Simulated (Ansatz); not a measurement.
# C₂H₄SZn: small, medium and large basis sets

One table from this session's results is given with a row withheld; the runs are named, their logs left out.

Method: one geometry, several basis sets; program: Ansatz 0.2.0, Gaussian basis.

The runs, in order: PBE0-D4/def2-SVP; ωB97M-V/def2-SVP; PBE0-D4/def2-QZVPP; ωB97M-V/def2-QZVPP; the functionals' def2-TZVPP values are taken from earlier runs.

**Structure used throughout**

An earlier PBE0-D4 in a triple-zeta def2 set relaxation fixed the geometry.

8 atoms, charge 0, spin multiplicity 1.

Atoms are counted from 1 here; the program's logs count them from 0.

Bond lengths: C1–C2 1.480 Å, C1–H5 1.096 Å, C1–H6 1.096 Å, C1–H7 1.093 Å, C2–S3 1.633 Å, C2–Zn4 1.942 Å, Zn4–H8 1.531 Å. Angles: C2–C1–H5 109.5°, C2–C1–H6 109.6°, C2–C1–H7 112.7°, H5–C1–H6 105.5°, H5–C1–H7 109.7°, H6–C1–H7 109.7°, C1–C2–S3 123.3°, C1–C2–Zn4 136.4°, S3–C2–Zn4 100.3°, C2–Zn4–H8 173.8°.

Set-up of the first run:

in.yaml reads:

```yaml
crystal:
  periodic: [false, false, false]
  atoms:
    - {symbol: C, position_ang: [0.157845, 1.211035, -0.246330]}
    - {symbol: C, position_ang: [0.320093, -0.230528, 0.044792]}
    - {symbol: S, position_ang: [1.775464, -0.957645, 0.183259]}
    - {symbol: Zn, position_ang: [-0.856305, -1.743387, 0.358568]}
    - {symbol: H, position_ang: [-0.435715, 1.335989, -1.159195]}
    - {symbol: H, position_ang: [-0.428282, 1.682472, 0.550789]}
    - {symbol: H, position_ang: [1.114600, 1.729068, -0.355588]}
    - {symbol: H, position_ang: [-1.647700, -3.026994, 0.623694]}
basis:
  gaussian: {orbitals: def2-SVP}
hamiltonian: {xc: pbe0, dispersion: d4}
output: {orbitals: {seedname: orbitals}}
```

Launch:

```console
$ ansatz run in.yaml --threads 4 --pin off --events-out ev --progress --plain --max-ram 10444MiB
```

Steps of the session up to this table: PBE0-D4 in def2-SVP; ωB97M-V in def2-SVP; PBE0-D4 in def2-QZVPP; ωB97M-V in def2-QZVPP.

One of the session's tables, all rows but one given; the rest of the session is left out.

It belongs to the step «Functionals by basis». 

```
functional       basis  HOMO (eV)  LUMO (eV)
   PBE0-D4    def2-SVP          ?          ?
   PBE0-D4  def2-TZVPP      -6.11      -2.30
   PBE0-D4  def2-QZVPP      -6.13      -2.33
   ωB97M-V    def2-SVP      -7.95       0.24
   ωB97M-V  def2-TZVPP      -8.22      -0.18
   ωB97M-V  def2-QZVPP      -8.24      -0.24
```

Q: Estimate the row for PBE0-D4, def2-SVP from the others.

As computed: HOMO (eV): -5.88; LUMO (eV): -2.03. In the column «HOMO (eV)» it is the highest.
